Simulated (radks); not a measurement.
# Br⁺ in [Ar] 3d10 4s2 4p3.75 5s0.25: an all-electron calculation

Wanted: eigenvalues, radial structure and energy terms of the bromine ion Br+.

Program: radks (a radial shooting solver on a logarithmic mesh, Libxc functionals) version 1. Level of theory: Dirac Kohn-Sham, LDA (Slater exchange, Perdew-Zunger correlation), spin-unpolarised, spherical densities, point nucleus; open shells fill j = l - 1/2 first. These are calculated values, not measurements, unless marked.

### Step 1. The atom as given

```
element       : bromine (Z = 35)
charge        : +1
electrons     : 34
configuration : [Ar] 3d10 4s2 4p3.75 5s0.25
```

### Step 2. The run

Settings of this run:

```text
Z 35
configuration [Ar] 3d10 4s2 4p3.75 5s0.25
relativity Dirac
functional lda,pz
spin unpolarised
j_filling energy
nucleus point
c 137.035999084
```

Q: Predict the outcome of this run.

**Answer**, as computed:

| quantity | value |
| --- | --- |
| total energy | -2602.72882 hartree |
| exchange-correlation share of it | 3.40 % |
| −T/E | 1.0251 |
| highest occupied level | 5s1/2, -6.299 eV |
| most extended occupied level | 5s1/2, <r> = 4.60 bohr |
| radius at density 0.001 e/bohr³ | 3.95 bohr |
| maxima of the radial density | 3 |

What this shows: 5 principal shells are occupied and 3 maxima appear in the radial density; where shells overlap, one shows as a shoulder or not at all. −T/E is 1.025: with relativity the kinetic term as defined here no longer equals −E. This is not the tabulated ground configuration, so its levels and sizes aren't those of the ground state, and no measured value stands beside it.
